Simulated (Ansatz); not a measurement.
# AlBFH4NS: basis-set convergence

One table from this session's results is given with a row withheld; the runs are named, their logs left out.

Computed with Ansatz 0.2.0, Gaussian basis. Level: one geometry, several basis sets.

Levels to be run: PBE0-D4/def2-SVP; ωB97M-V/def2-SVP; PBE0-D4/def2-QZVPP; ωB97M-V/def2-QZVPP; the functionals' def2-TZVPP values are taken from earlier runs.

## The geometry

All runs share one geometry, relaxed beforehand with PBE0-D4 in a triple-zeta def2 set.

SMILES `B[NH][Al]([F])[SH]`, 9 atoms, charge 0, spin multiplicity 1.

Atoms are counted from 1 here; the program's logs count them from 0.

Bond lengths: B1–N2 1.378 Å, B1–H6 1.191 Å, B1–H7 1.249 Å, N2–Al3 1.799 Å, N2–H8 1.005 Å, Al3–F4 1.646 Å, Al3–S5 2.172 Å, S5–H9 1.344 Å. Angles: N2–B1–H6 130.9°, N2–B1–H7 111.7°, H6–B1–H7 117.4°, B1–N2–Al3 92.4°, B1–N2–H8 124.3°, Al3–N2–H8 143.3°, N2–Al3–F4 120.3°, N2–Al3–S5 123.2°, F4–Al3–S5 115.5°, Al3–S5–H9 92.4°.

Set-up of the first run:

File in.yaml:

```yaml
crystal:
  periodic: [false, false, false]
  atoms:
    - {symbol: B, position_ang: [0.820492, -0.539562, 1.010793]}
    - {symbol: N, position_ang: [0.536149, 0.748144, 0.610303]}
    - {symbol: Al, position_ang: [-0.055293, 0.198423, -0.997006]}
    - {symbol: F, position_ang: [0.979398, 0.099228, -2.273335]}
    - {symbol: S, position_ang: [-2.162378, -0.005477, -1.483813]}
    - {symbol: H, position_ang: [1.280135, -0.956567, 2.027692]}
    - {symbol: H, position_ang: [0.524381, -1.373987, 0.129272]}
    - {symbol: H, position_ang: [0.701841, 1.565464, 1.170960]}
    - {symbol: H, position_ang: [-2.536225, 0.218034, -0.212166]}
basis:
  gaussian: {orbitals: def2-SVP}
hamiltonian: {xc: pbe0, dispersion: d4}
output: {orbitals: {seedname: orbitals}}
```

Steps of the session up to this table: PBE0-D4 in def2-SVP; ωB97M-V in def2-SVP; PBE0-D4 in def2-QZVPP; ωB97M-V in def2-QZVPP.

One table of the session follows, with a row left open; its other results are not shown here.

It belongs to the step «Functionals by basis». 

```
functional       basis  HOMO (eV)
   PBE0-D4    def2-SVP          ?
   PBE0-D4  def2-TZVPP      -7.72
   PBE0-D4  def2-QZVPP      -7.75
   ωB97M-V    def2-SVP      -9.72
   ωB97M-V  def2-TZVPP      -9.91
   ωB97M-V  def2-QZVPP      -9.94
```

Estimate the missing values for PBE0-D4, def2-SVP.

**Answer.** HOMO (eV): -7.58. In the column «HOMO (eV)» it is the highest.
